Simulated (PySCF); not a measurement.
# [ReO3Cl]−: other spin states and a change of charge

How does [ReO3Cl]− respond at fixed geometry? The runs cover other spin states and a change of charge. The species was built from a template and needn't be a known compound.

Program: PySCF 2.14.0. Level of theory: PBE, Re def2-SVP with ECP60, O def2-SVP, Cl def2-SVP; scalar-relativistic core potentials, no spin–orbit coupling. These are calculated values, not measurements.

2 further runs of the same task are left out: 2 for a known fault of the program.

**1. The starting structure**

5 atoms, charge -1, spin multiplicity 2.

Bond lengths: Re1–O2 1.746 Å, Re1–O3 1.753 Å, Re1–O4 1.753 Å, Re1–Cl5 2.432 Å. Angles: O2–Re1–O3 107.7°, O2–Re1–O4 107.7°, O2–Re1–Cl5 132.5°, O3–Re1–O4 120.8°, O3–Re1–Cl5 94.6°, O4–Re1–Cl5 94.7°.

As a file:

```
Re    0.1641   -0.0263    0.2121
O     1.3061    0.6274    1.3591
O    -1.1034   -0.8283    1.1198
O     1.0734   -0.8872   -1.0148
Cl   -1.3599    1.0192   -1.3688
```

Formal oxidation states: Re +6. An earlier session relaxed this geometry at PBE, Re def2-SVP with ECP60, O def2-SVP, Cl def2-SVP (doublet, point group Cs).

Its energy there is -763.713147 Eh.

**2. Multiplicity 4 at the relaxed geometry**

File run.py (the lines that set the calculation):

```python
mol = gto.M(atom='''
Re     0.16410    -0.02631     0.21212
O      1.30607     0.62741     1.35911
O     -1.10339    -0.82825     1.11983
O      1.07338    -0.88721    -1.01482
Cl    -1.35992     1.01917    -1.36880''',
    basis={'Re': 'def2-SVP', 'O': 'def2-SVP', 'Cl': 'def2-SVP'},
    ecp={'Re': 'def2-SVP'},
    charge=-1, spin=3)
mf = dft.UKS(mol, xc='PBE')
mf.grids.atom_grid = (50, 194)
mf = mf.density_fit()  # fitting sets: Re def2-universal-JKFIT, O def2-universal-JKFIT, Cl def2-universal-JKFIT
mf.conv_tol = 1e-08; mf.max_cycle = 55
mf.kernel(dm0)  # dm0: free metal ions and neutral atoms
```

On the command line:

```console
> OMP_NUM_THREADS=2 python run.py
```

Log:

```text
init E= -790.539121872528
cycle= 1 E= -756.51681613539  delta_E=   34  |g|= 2.94  |ddm|= 4.79
cycle= 2 E= -657.202820528212  delta_E= 99.3  |g|= 7.22  |ddm|= 22.7
cycle= 3 E= -758.999987588033  delta_E= -102  |g|= 2.84  |ddm|= 21.3
cycle= 4 E= -755.231221292419  delta_E= 3.77  |g|= 3.82  |ddm|= 5.87
cycle= 5 E= -761.560038505395  delta_E= -6.33  |g|= 2.07  |ddm|= 3.88
cycle= 6 E= -762.741634808546  delta_E= -1.18  |g|= 1.31  |ddm|= 2.59
cycle= 7 E= -763.491059031211  delta_E= -0.749  |g|= 0.42  |ddm|= 2.18
cycle= 8 E= -763.53625749744  delta_E= -0.0452  |g|= 0.258  |ddm|= 0.477
cycle= 9 E= -763.35254815516  delta_E= 0.184  |g|= 0.671  |ddm|=  1.2
cycle= 10 E= -763.561870689266  delta_E= -0.209  |g|= 0.114  |ddm|= 0.852
cycle= 11 E= -763.515873143155  delta_E= 0.046  |g|= 0.317  |ddm|= 0.916
cycle= 12 E= -763.529378988548  delta_E= -0.0135  |g|= 0.272  |ddm|= 0.106
cycle= 13 E= -763.530782722145  delta_E= -0.0014  |g|= 0.268  |ddm|= 0.0322
cycle= 14 E= -763.555862230389  delta_E= -0.0251  |g|= 0.145  |ddm|= 0.336
cycle= 15 E= -763.563665096256  delta_E= -0.0078  |g|= 0.0902  |ddm|= 0.691
cycle= 16 E= -763.563162866199  delta_E= 0.000502  |g|= 0.0925  |ddm|= 0.557
cycle= 17 E= -763.563098649378  delta_E= 6.42e-05  |g|= 0.0845  |ddm|= 0.608
cycle= 18 E= -763.567402234639  delta_E= -0.0043  |g|= 0.0424  |ddm|= 0.195
cycle= 19 E= -763.567457642996  delta_E= -5.54e-05  |g|= 0.0397  |ddm|= 0.0302
cycle= 20 E= -763.567997920323  delta_E= -0.00054  |g|= 0.0288  |ddm|= 0.0429
cycle= 21 E= -763.568253986768  delta_E= -0.000256  |g|= 0.0213  |ddm|= 0.0295
...
cycle= 39 E= -763.568554572252  delta_E= -2.86e-07  |g|= 0.000354  |ddm|= 0.00049
cycle= 40 E= -763.568554624987  delta_E= -5.27e-08  |g|= 0.000263  |ddm|= 0.000264
cycle= 41 E= -763.568554677698  delta_E= -5.27e-08  |g|= 0.000151  |ddm|= 0.000455
cycle= 42 E= -763.56855469224  delta_E= -1.45e-08  |g|= 0.00015  |ddm|= 0.000294
cycle= 43 E= -763.568554690583  delta_E= 1.66e-09  |g|= 0.000228  |ddm|= 0.000453
cycle= 44 E= -763.568554702128  delta_E= -1.15e-08  |g|= 0.000211  |ddm|= 0.000217
cycle= 45 E= -763.568554694629  delta_E= 7.5e-09  |g|= 0.000269  |ddm|= 0.000231
cycle= 46 E= -763.568554704864  delta_E= -1.02e-08  |g|= 0.000247  |ddm|= 0.000178
cycle= 47 E= -763.568554724327  delta_E= -1.95e-08  |g|= 0.000184  |ddm|= 0.000163
cycle= 48 E= -763.568554743014  delta_E= -1.87e-08  |g|= 0.000104  |ddm|= 0.000169
cycle= 49 E= -763.568554754901  delta_E= -1.19e-08  |g|= 6.39e-05  |ddm|= 0.000229
cycle= 50 E= -763.568554745139  delta_E= 9.76e-09  |g|= 0.000187  |ddm|= 0.000315
cycle= 51 E= -763.568554714227  delta_E= 3.09e-08  |g|= 0.000319  |ddm|= 0.000239
cycle= 52 E= -763.568554769032  delta_E= -5.48e-08  |g|= 5.21e-05  |ddm|= 0.000288
cycle= 53 E= -763.568554766425  delta_E= 2.61e-09  |g|= 0.000137  |ddm|= 0.000183
cycle= 54 E= -763.568554719795  delta_E= 4.66e-08  |g|= 0.000347  |ddm|= 0.00029
cycle= 55 E= -763.56855474789  delta_E= -2.81e-08  |g|= 0.000257  |ddm|= 0.000133
SCF not converged.
macro= 0  E= -763.568554818425  delta_E= -7.05343e-08  |g|= 4.40686e-05  2 KF 9 JK
macro= 1  E= -763.568554818425  delta_E= -4.54747e-13  |g|= 1.45115e-05  1 KF 2 JK
macro X = 2  E=-763.568554818425  |g|= 1.45115e-05  total 4 KF 14 JK
converged SCF energy = -763.568554818425  <S^2> = 3.7586504  2S+1 = 4.0043229
```

Run time: 30 s. Hardware: 2 threads of Arm Neoverse V1, shared host.

It gives: E = -763.568555 Eh (+3.935 eV from the relaxed state), HOMO 2.07 eV, LUMO -1.78 eV (over both spins), ⟨S²⟩ = 3.759, Mulliken charge on Re1 +0.48 e. The highest filled level lies above zero; it isn't the detachment energy. An empty level of one spin lies below a filled level of the other.

**3. One electron removed, multiplicity 1**

Changes to run.py (the lines that set the calculation) since step 2:

```diff
@@ -8,4 +8,4 @@
     ecp={'Re': 'def2-SVP'},
-    charge=-1, spin=3)
-mf = dft.UKS(mol, xc='PBE')
+    charge=0, spin=0)
+mf = dft.RKS(mol, xc='PBE')
 mf.grids.atom_grid = (50, 194)
@@ -13,2 +13,2 @@
 mf.conv_tol = 1e-08; mf.max_cycle = 55
-mf.kernel(dm0)  # dm0: free metal ions and neutral atoms
+mf.kernel(dm0)  # dm0: the density of the relaxed state
```

On the command line:

```console
> OMP_NUM_THREADS=2 python run.py
```

Log:

```text
init E= -763.703852349313
  HOMO = -0.0767369982186478  LUMO = 0.0420815543191122  gap/eV = 3.23322
cycle= 1 E= -763.584851444479  delta_E= 0.119  |g|= 0.368  |ddm|= 1.18
  HOMO = -0.322326408262535  LUMO = -0.278951875299843  gap/eV = 1.18028
cycle= 2 E= -763.14018445968  delta_E= 0.445  |g|= 1.47  |ddm|= 1.56
  HOMO = -0.330437743517784  LUMO = -0.231473663206182  gap/eV = 2.69295
cycle= 3 E= -763.606678095972  delta_E= -0.466  |g|= 0.294  |ddm|= 1.25
  HOMO = -0.308301022892257  LUMO = -0.210652004809027  gap/eV = 2.65717
cycle= 4 E= -763.610014378706  delta_E= -0.00334  |g|= 0.246  |ddm|= 0.327
  HOMO = -0.306939468333864  LUMO = -0.20928692739377  gap/eV = 2.65726
cycle= 5 E= -763.622009847949  delta_E= -0.012  |g|= 0.0783  |ddm|= 0.205
  HOMO = -0.303308668015339  LUMO = -0.208562930181005  gap/eV = 2.57816
cycle= 6 E= -763.622591967156  delta_E= -0.000582  |g|= 0.0473  |ddm|= 0.0968
  HOMO = -0.305282001077018  LUMO = -0.207174518075056  gap/eV = 2.66964
cycle= 7 E= -763.623264831688  delta_E= -0.000673  |g|= 0.0028  |ddm|= 0.0554
  HOMO = -0.305187428413085  LUMO = -0.207040090053284  gap/eV = 2.67073
cycle= 8 E= -763.623264100286  delta_E= 7.31e-07  |g|= 0.00351  |ddm|= 0.00384
  HOMO = -0.305177883677887  LUMO = -0.207026425250186  gap/eV = 2.67084
cycle= 9 E= -763.623266543602  delta_E= -2.44e-06  |g|= 0.000787  |ddm|= 0.00288
  HOMO = -0.305169795844207  LUMO = -0.207012081952802  gap/eV = 2.67101
cycle= 10 E= -763.623266666595  delta_E= -1.23e-07  |g|= 0.000151  |ddm|= 0.00056
  HOMO = -0.305165641260171  LUMO = -0.207009936823604  gap/eV = 2.67095
cycle= 11 E= -763.623266671887  delta_E= -5.29e-09  |g|= 2.2e-05  |ddm|= 0.000115
  HOMO = -0.305163508681798  LUMO = -0.20701017475808  gap/eV = 2.67089
Extra cycle  E= -763.623266669465  delta_E= 2.42e-09  |g|= 0.000109  |ddm|= 0.000107
converged SCF energy = -763.623266669465
```

Run time: 2 s. Hardware: 2 threads of Arm Neoverse V1, shared host.

It gives: E = -763.623267 Eh (+2.446 eV from the relaxed state), HOMO -8.30 eV, LUMO -5.63 eV, Mulliken charge on Re1 +0.97 e. 

**4. One electron removed, multiplicity 3**

Changes to run.py (the lines that set the calculation) since step 3:

```diff
@@ -8,4 +8,4 @@
     ecp={'Re': 'def2-SVP'},
-    charge=0, spin=0)
-mf = dft.RKS(mol, xc='PBE')
+    charge=0, spin=2)
+mf = dft.UKS(mol, xc='PBE')
 mf.grids.atom_grid = (50, 194)
```

On the command line:

```console
> OMP_NUM_THREADS=2 python run.py
```

Log:

```text
init E= -763.713147158988
cycle= 1 E= -763.498946786583  delta_E= 0.214  |g|= 0.218  |ddm|= 0.722
cycle= 2 E= -763.369462314136  delta_E= 0.129  |g|= 0.575  |ddm|= 1.05
cycle= 3 E= -763.298924861272  delta_E= 0.0705  |g|= 0.709  |ddm|=  1.1
cycle= 4 E= -763.40310996429  delta_E= -0.104  |g|= 0.387  |ddm|= 0.927
cycle= 5 E= -763.484845410956  delta_E= -0.0817  |g|= 0.266  |ddm|= 0.876
cycle= 6 E= -763.510843779809  delta_E= -0.026  |g|= 0.167  |ddm|= 0.442
cycle= 7 E= -763.485206656743  delta_E= 0.0256  |g|= 0.285  |ddm|= 0.574
cycle= 8 E= -763.515497955505  delta_E= -0.0303  |g|= 0.13  |ddm|= 0.707
cycle= 9 E= -763.523551382399  delta_E= -0.00805  |g|= 0.0209  |ddm|= 0.332
cycle= 10 E= -763.522538550656  delta_E= 0.00101  |g|= 0.0537  |ddm|= 0.185
cycle= 11 E= -763.522766076847  delta_E= -0.000228  |g|= 0.049  |ddm|= 0.0131
cycle= 12 E= -763.523228802323  delta_E= -0.000463  |g|= 0.0378  |ddm|= 0.0135
cycle= 13 E= -763.523660647319  delta_E= -0.000432  |g|= 0.0225  |ddm|= 0.0211
cycle= 14 E= -763.52388357057  delta_E= -0.000223  |g|= 0.00534  |ddm|= 0.022
cycle= 15 E= -763.523894435292  delta_E= -1.09e-05  |g|= 0.00267  |ddm|= 0.0108
cycle= 16 E= -763.523897709735  delta_E= -3.27e-06  |g|= 0.000532  |ddm|= 0.00237
cycle= 17 E= -763.523897793323  delta_E= -8.36e-08  |g|= 0.000318  |ddm|= 0.000342
cycle= 18 E= -763.523897793589  delta_E= -2.66e-10  |g|= 0.000313  |ddm|= 0.000285
cycle= 19 E= -763.523897835694  delta_E= -4.21e-08  |g|= 8.98e-05  |ddm|= 0.000382
cycle= 20 E= -763.523897838477  delta_E= -2.78e-09  |g|= 4.72e-05  |ddm|= 0.000161
Extra cycle  E= -763.523897483546  delta_E= 3.55e-07  |g|= 0.000869  |ddm|= 0.00169
...
  HOMO = -0.205075238603  LUMO = -0.20300666849  gap/eV = 0.05629
cycle= 48 E= -763.523809494649  delta_E= -8.33e-05  |g|= 0.00885  |ddm|= 0.00725
  HOMO = -0.204961783585  LUMO = -0.203055624867  gap/eV = 0.05187
cycle= 49 E= -763.523847388924  delta_E= -3.79e-05  |g|= 0.00265  |ddm|= 0.00687
  HOMO = -0.204871696654  LUMO = -0.203076891744  gap/eV = 0.04884
cycle= 50 E= -763.523850409498  delta_E= -3.02e-06  |g|= 0.0035  |ddm|= 0.00646
  HOMO = -0.205043224579  LUMO = -0.203038350869  gap/eV = 0.05456
cycle= 51 E= -763.523858874459  delta_E= -8.46e-06  |g|= 0.00172  |ddm|= 0.00545
  HOMO = -0.205218977655  LUMO = -0.202992257206  gap/eV = 0.06059
cycle= 52 E= -763.523859428029  delta_E= -5.54e-07  |g|= 0.00337  |ddm|= 0.00672
  HOMO = -0.205192997191  LUMO = -0.202984940052  gap/eV = 0.06008
cycle= 53 E= -763.523864578116  delta_E= -5.15e-06  |g|= 0.00259  |ddm|= 0.00403
  HOMO = -0.205262984543  LUMO = -0.20297240608  gap/eV = 0.06233
cycle= 54 E= -763.523860208594  delta_E= 4.37e-06  |g|= 0.00489  |ddm|= 0.00471
  HOMO = -0.205335756519  LUMO = -0.2029525188  gap/eV = 0.06485
cycle= 55 E= -763.52384512815  delta_E= 1.51e-05  |g|= 0.00804  |ddm|= 0.00493
SCF not converged.
macro= 0  E= -763.523891532279  delta_E= -4.64041e-05  |g|= 0.00803758  2 KF 9 JK
macro= 1  E= -763.523897839452  delta_E= -6.30717e-06  |g|= 4.29231e-05  3 KF 11 JK
macro= 2  E= -763.523897839457  delta_E= -5.22959e-12  |g|= 1.43064e-05  1 KF 2 JK
macro X = 3  E=-763.523897839457  |g|= 1.43064e-05  total 7 KF 26 JK
converged SCF energy = -763.523897839457  <S^2> = 2.0063661  2S+1 = 3.0042411
```

Run time: 30 s. Hardware: 2 threads of Arm Neoverse V1, shared host.

Read off: E = -763.523898 Eh (+5.150 eV from the relaxed state), HOMO -5.59 eV, LUMO -8.24 eV (over both spins), ⟨S²⟩ = 2.006, Mulliken charge on Re1 +0.86 e. An empty level of one spin lies below a filled level of the other.

**5. The states side by side**

| state | energy from the relaxed state (eV) | ⟨S²⟩ | time |
| --- | --- | --- | --- |
| charge -1, doublet, vacuum (relaxed) | 0 | 0.75 |  |
| charge 0, singlet, vacuum | 2.45 | 0.00 | 2 s |
| charge -1, quartet, vacuum | 3.93 | 3.76 | 30 s |
| charge 0, triplet, vacuum | 5.15 | 2.01 | 30 s |

An electron taken off or put on is at rest in vacuum. 

Removing an electron vertically costs 2.45 eV (singlet), against −HOMO = -0.73 eV. The quartet lies 3.93 eV above at this geometry. These are double-zeta-type bases without diffuse functions. Spin–orbit coupling is left out for this open shell, where it can reorder the states. Open shells may have lower solutions than the one found.
